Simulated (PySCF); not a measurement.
# CHBrClF (fluorochlorobromomethane): the cost of one run

Computed with PySCF 2.14.0, with density-fitted response routines of our own, on a single molecule in the gas phase. Atoms are numbered from 0 throughout.

## (1) The molecule as given

5 atoms, charge 0, multiplicity 1; geometry from: MMFF94s. The atoms were then displaced at random by about 0.03 Å, so the start is not that level's minimum.

Bonds of the start (Å): F0–C1 1.29, C1–Cl2 1.79, C1–Br3 2.04, C1–H4 1.07.

## (2) Optimising the geometry at PBE0-D3(BJ)/def2-SVP

The job: settings as JSON, then the geometry in Å.

```
{"job": {"xc": "PBE0", "basis": "def2-SVP", "d3": "d3bj", "grid": 1, "shake": 0.03, "kind": "geom"}, "charge": 0, "multiplicity": 1}
F     -0.125120     1.092330    -0.763770
C     -0.075870     0.101580     0.062190
Cl    -1.347600    -1.103430    -0.319530
Br     1.810390    -0.647620    -0.105740
H     -0.186950     0.446670     1.064720
```

Launch:

```console
> OMP_NUM_THREADS=1 python probes_run.py task.json out
```

One launch serves the whole session: the jobs run in the order shown.

**Question.** How long does this first job take on 1 thread of Arm Neoverse V2, shared host, and how much memory does it need?

About 14 s, with a peak of 0.35 GiB.
